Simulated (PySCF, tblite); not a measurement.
# C₃H₁₀BP: dynamics, then NMR shifts on frames, part 1 of 2

Aim: move C₃H₁₀BP (`CC(C)BP`) away from its starting geometry and see how NMR shifts follow the geometry.

Computed with tblite 0.8.0 and PySCF 2.14.0, with density-fitted response routines of our own, on a single molecule in the gas phase. Atoms count from 0, in the outputs and in this text.

### 1 The molecule as given

15 atoms, charge 0, multiplicity 1; geometry from: GFN2-xTB.

Bonds of the start (Å): C0–C1 1.53, C1–C2 1.54, C1–B3 1.59, B3–P4 1.86, C0–H5 1.09, C0–H6 1.09, C0–H7 1.09, C1–H8 1.10, C2–H9 1.09, C2–H10 1.09, C2–H11 1.09, B3–H12 1.17, P4–H13 1.38, P4–H14 1.38.

### 2 Thermal motion with GFN2-xTB

The job: settings as JSON, then the geometry in Å.

```
{"job": {"kind": "md", "xc": "GFN2-xTB", "basis": "xTB", "temperature": 300, "steps": 2000, "every": 50, "frames": 5}, "charge": 0, "multiplicity": 1}
C     -1.637157    -0.308787    -0.759276
C     -0.351948    -0.293351     0.075662
C     -0.513543     0.703149     1.237647
B      0.929463     0.125257    -0.762718
P      2.506978    -0.852802    -0.622423
H     -2.492304    -0.576960    -0.140819
H     -1.821864     0.671319    -1.193150
H     -1.558508    -1.031854    -1.568150
H     -0.234692    -1.289350     0.522246
H     -1.377936     0.438021     1.843719
H      0.367796     0.702628     1.876363
H     -0.658268     1.710864     0.854145
H      0.864309     0.997698    -1.542443
H      3.451234     0.152047    -0.570611
H      2.522026    -1.139889     0.727894
```

Level: GFN2-xTB Langevin dynamics, gas phase.

Launch:

```bash
$ OMP_NUM_THREADS=1 python probes_run.py task.json out
```

The driver reads the jobs from task.json and runs them one after another.

Output:

```text
t/fs     T/K      E/eV
    0.0   239.3   -414.90520
   25.0   142.4   -414.62848
   50.0   256.2   -414.64827
   75.0   228.6   -414.56323
  100.0   171.1   -414.44409
  125.0   157.0   -414.56421
  150.0   167.6   -414.64635
  175.0   230.4   -414.57472
  200.0   147.4   -414.36436
  225.0   260.6   -414.54485
  250.0   241.7   -414.48416
  275.0   301.2   -414.41628
  300.0   269.6   -414.40086
  325.0   248.4   -414.42368
  350.0   186.8   -414.37319
  375.0   257.1   -414.52474
  400.0   205.8   -414.43206
  425.0   339.2   -414.60285
  450.0   288.0   -414.38935
  475.0   351.6   -414.51551
  500.0   290.8   -414.51690
  525.0   155.4   -414.30803
  550.0   215.2   -414.51797
  575.0   250.3   -414.48596
  600.0   222.0   -414.49505
  625.0   256.3   -414.45930
  650.0   281.6   -414.47907
  675.0   290.3   -414.40722
  700.0   346.4   -414.44307
  725.0   231.0   -414.44273
  750.0   330.8   -414.48323
  775.0   388.5   -414.56563
  800.0   303.9   -414.34465
  825.0   318.9   -414.31942
  850.0   287.7   -414.38197
  875.0   321.9   -414.61559
  900.0   257.0   -414.47580
  925.0   293.3   -414.42555
  950.0   335.4   -414.37625
  975.0   318.4   -414.56930
 1000.0   170.0   -414.34620
```

Wall time 9.4 s (1 thread of Arm Neoverse V1, shared host); peak memory 0.17 GiB.

Distance from the start (root mean square after alignment): 0 fs 0.00 Å, 200 fs 0.28 Å, 400 fs 0.28 Å, 600 fs 0.26 Å, 800 fs 0.89 Å, 1000 fs 0.92 Å.

Positions (Å) and forces (eV/Å) at 1000 fs:

```xyz
15

C    -0.969   -0.907   -0.491   -1.302   -1.824   -1.108
C    -0.181    0.025    0.372    0.372    0.558    0.697
C    -0.868    0.302    1.744   -1.250   -0.791   -0.727
B     0.350    1.404   -0.262   -0.795   -0.055    0.433
P     2.115    1.503   -0.676    0.215   -0.814   -0.901
H    -1.072   -1.939   -0.024   -0.018    1.208   -0.124
H    -2.005   -0.600   -0.785    0.931    0.060    0.338
H    -0.402   -1.131   -1.416   -0.335    0.394    0.242
H     0.705   -0.572    0.547    0.539   -0.225    0.597
H    -0.190    0.737    2.459    0.025    0.595   -0.068
H    -1.808    0.926    1.547    1.384   -0.804    0.615
H    -1.154   -0.682    2.208   -0.066    0.843   -0.564
H    -0.370    2.273   -0.523   -0.236    0.260   -0.048
H     2.848    2.371    0.022    0.170    0.872    0.490
H     2.541    0.416    0.025    0.364   -0.277    0.128
```

### 3 NMR shieldings: 250 fs, PBE0/pcSseg-1

The job: settings as JSON, then the geometry in Å.

```
{"job": {"kind": "nmr", "xc": "PBE0", "basis": "pcSseg-1", "pop": false}, "charge": 0, "multiplicity": 1}
C     -1.907800    -0.551700    -1.084000
C     -0.740600    -0.257600    -0.111700
C     -1.197300     0.676900     1.060100
B      0.567000     0.253900    -0.773600
P      2.249100    -0.670100    -0.759500
H     -2.733500    -0.883000    -0.508600
H     -2.205300     0.329400    -1.645500
H     -1.619900    -1.274700    -1.839700
H     -0.515200    -1.156200     0.446300
H     -2.141100     0.303300     1.377500
H     -0.579000     0.737000     1.959700
H     -1.344500     1.676000     0.657400
H      0.435200     1.101600    -1.595000
H      3.122500     0.503400    -0.493600
H      2.466900    -1.126200     0.544800
```

Method: GIAO PBE0/pcSseg-1 NMR shielding, non-relativistic, gas phase.

Output:

```text
coarse grid: 12168 points
cycle   1  E = -486.0947424631  dE =  1.542e-01  |g| = 3.564e-01  |ddm| = 3.167e+00
cycle   2  E = -486.0862085162  dE =  8.534e-03  |g| = 4.058e-01  |ddm| = 7.382e-01
cycle   3  E = -486.1315264717  dE = -4.532e-02  |g| = 3.685e-02  |ddm| = 4.254e-01
cycle   4  E = -486.1318184646  dE = -2.920e-04  |g| = 1.773e-02  |ddm| = 5.920e-02
cycle   5  E = -486.1318982337  dE = -7.977e-05  |g| = 3.416e-03  |ddm| = 2.134e-02
cycle   6  E = -486.1319008104  dE = -2.577e-06  |g| = 1.169e-03  |ddm| = 3.997e-03
final grid: 110480 points
cycle   7  E = -486.1612860527  dE = -3.192e-05  |g| = 7.936e-03  |ddm| = 2.642e-02
cycle   8  E = -486.1612780822  dE =  7.971e-06  |g| = 9.602e-03  |ddm| = 1.565e-02
cycle   9  E = -486.1613027495  dE = -2.467e-05  |g| = 5.135e-04  |ddm| = 9.277e-03
cycle  10  E = -486.1613028138  dE = -6.429e-08  |g| = 1.908e-04  |ddm| = 7.569e-04
cycle  11  E = -486.1613028231  dE = -9.353e-09  |g| = 3.545e-05  |ddm| = 1.917e-04
cycle  12  E = -486.1613028234  dE = -3.089e-10  |g| = 7.695e-06  |ddm| = 4.205e-05
converged SCF energy = -486.1613028234

GIAO shielding tensors (ppm)
atom      isotropic    diamagn.    paramagn.     s11        s22        s33       span
  0 C      167.895     246.079     -78.184    153.497    160.407    189.781     36.284
  1 C      157.468     249.791     -92.322    136.278    157.334    178.792     42.514
  2 C      169.082     247.167     -78.084    150.528    167.303    189.417     38.889
  3 B        2.332     194.425    -192.092    -90.464    -23.400    120.862    211.326
  4 P      502.938     967.054    -464.116    451.964    474.740    582.110    130.146
  5 H       31.353      30.490       0.863     26.969     29.251     37.840     10.871
  6 H       30.781      29.973       0.808     27.229     28.554     36.561      9.332
  7 H       30.724      29.607       1.117     25.935     28.669     37.569     11.633
  8 H       29.736      34.746      -5.011     26.675     27.877     34.655      7.980
  9 H       31.225      31.423      -0.197     27.224     29.565     36.886      9.662
 10 H       30.514      30.874      -0.360     25.901     28.314     37.326     11.424
 11 H       30.845      30.748       0.097     26.674     28.717     37.144     10.470
 12 H       23.205      30.903      -7.698     15.273     26.843     27.499     12.226
 13 H       27.371      27.700      -0.330     23.287     25.054     33.771     10.485
 14 H       28.746      30.912      -2.166     24.508     26.627     35.101     10.593
```

It took 11 s on 1 thread of Arm Neoverse V1, shared host; peak memory 0.69 GiB.

Shifts follow as δ = σ(reference) − σ, with reference shieldings (ppm) from runs at the same level and on the same kind of geometry: 1H TMS 31.72, 13C TMS 186.9, 31P H3PO4 318.4, 11B BF3·OEt2 100.1. The references are single molecules in the gas phase, so shifts against H2O, NH3, PH3, H3PO4 or CFCl3 are not on the usual liquid scales and can be off by tens of ppm. Each atom is listed at this fixed geometry, with no averaging over motion; a spectrum would average atoms that exchange fast.

```tsv
atoms	environment	σ (ppm)	δ (ppm)
C1	sp3 CH bonded to B	157.5	29.5
C0	methyl carbon	167.9	19.0
C2	methyl carbon	169.1	17.8
H12	hydrogen on a boron bonded to C, P	23.20	8.51
H13	hydrogen on a phosphorus bonded to B	27.37	4.35
H14	hydrogen on a phosphorus bonded to B	28.75	2.97
H8	hydrogen on an sp3 CH bonded to B	29.74	1.98
H10	hydrogen on a methyl carbon	30.51	1.20
H7	hydrogen on a methyl carbon	30.72	0.99
H6	hydrogen on a methyl carbon	30.78	0.94
H11	hydrogen on a methyl carbon	30.84	0.87
H9	hydrogen on a methyl carbon	31.23	0.49
H5	hydrogen on a methyl carbon	31.35	0.36
B3	boron bonded to C, P, H	2.3	97.7
P4	phosphorus bonded to B, 2 H	502.9	-184.6
```

### 4 Nuclear shieldings: 425 fs, PBE0/pcSseg-1

The job: settings as JSON, then the geometry in Å.

```
{"job": {"kind": "nmr", "xc": "PBE0", "basis": "pcSseg-1", "pop": false}, "charge": 0, "multiplicity": 1}
C     -1.727400    -0.950200    -0.743400
C     -0.597600    -0.346500     0.123000
C     -1.259200     0.832700     0.970200
B      0.615000     0.319300    -0.649700
P      2.345500    -0.380800    -0.626900
H     -2.641200    -1.142100    -0.198200
H     -1.919400    -0.271400    -1.586300
H     -1.372000    -1.916100    -1.080500
H     -0.190400    -1.080200     0.784500
H     -2.161300     0.413200     1.422400
H     -0.520200     1.115900     1.693800
H     -1.555800     1.728900     0.374300
H      0.272400     1.057000    -1.493500
H      3.139200     0.749700    -0.526700
H      2.550600    -0.789300     0.669000
```

Method: GIAO PBE0/pcSseg-1 NMR shielding, non-relativistic, gas phase.

Output:

```text
coarse grid: 12168 points
cycle   1  E = -486.0942457347  dE =  1.706e-01  |g| = 3.538e-01  |ddm| = 3.174e+00
cycle   2  E = -486.0836352502  dE =  1.061e-02  |g| = 4.130e-01  |ddm| = 7.735e-01
cycle   3  E = -486.1312844401  dE = -4.765e-02  |g| = 3.696e-02  |ddm| = 4.499e-01
cycle   4  E = -486.1315920073  dE = -3.076e-04  |g| = 1.754e-02  |ddm| = 6.150e-02
cycle   5  E = -486.1316688511  dE = -7.684e-05  |g| = 3.556e-03  |ddm| = 2.124e-02
cycle   6  E = -486.1316716003  dE = -2.749e-06  |g| = 1.328e-03  |ddm| = 4.207e-03
final grid: 110480 points
cycle   7  E = -486.1613119868  dE = -3.156e-05  |g| = 8.008e-03  |ddm| = 2.559e-02
cycle   8  E = -486.1613032378  dE =  8.749e-06  |g| = 9.788e-03  |ddm| = 1.568e-02
cycle   9  E = -486.1613289248  dE = -2.569e-05  |g| = 4.994e-04  |ddm| = 9.433e-03
cycle  10  E = -486.1613289843  dE = -5.949e-08  |g| = 2.006e-04  |ddm| = 7.961e-04
cycle  11  E = -486.1613289946  dE = -1.028e-08  |g| = 3.573e-05  |ddm| = 2.009e-04
cycle  12  E = -486.1613289949  dE = -3.150e-10  |g| = 8.211e-06  |ddm| = 4.178e-05
converged SCF energy = -486.1613289949

GIAO shielding tensors (ppm)
atom      isotropic    diamagn.    paramagn.     s11        s22        s33       span
  0 C      163.140     247.171     -84.031    142.794    160.911    185.715     42.921
  1 C      150.310     249.488     -99.178    125.342    151.950    173.638     48.296
  2 C      164.661     249.655     -84.994    148.787    159.905    185.292     36.505
  3 B        6.140     196.288    -190.147    -86.641    -17.703    122.766    209.407
  4 P      513.468     968.453    -454.985    438.196    495.194    607.014    168.818
  5 H       30.760      30.519       0.241     27.095     28.566     36.620      9.525
  6 H       30.051      29.950       0.100     26.205     28.403     35.545      9.340
  7 H       30.486      30.179       0.307     25.184     28.880     37.394     12.210
  8 H       30.174      35.067      -4.893     27.565     28.497     34.461      6.895
  9 H       30.377      30.974      -0.597     26.484     28.515     36.133      9.649
 10 H       30.853      31.765      -0.912     25.489     29.323     37.745     12.256
 11 H       29.969      30.386      -0.417     26.703     27.833     35.371      8.668
 12 H       23.566      31.574      -8.008     15.550     27.183     27.964     12.413
 13 H       28.676      29.861      -1.185     24.337     25.662     36.030     11.693
 14 H       29.126      31.554      -2.428     24.570     27.434     35.373     10.803
```

Run time: 11 s. Hardware: 1 thread of Arm Neoverse V1, shared host; peak memory 0.71 GiB.

Key values: δ C1 36.6, C0 23.8, C2 22.3, B3 93.9, H12 8.15, H13 3.04 ppm.

(Continued in part 2 of 2.)
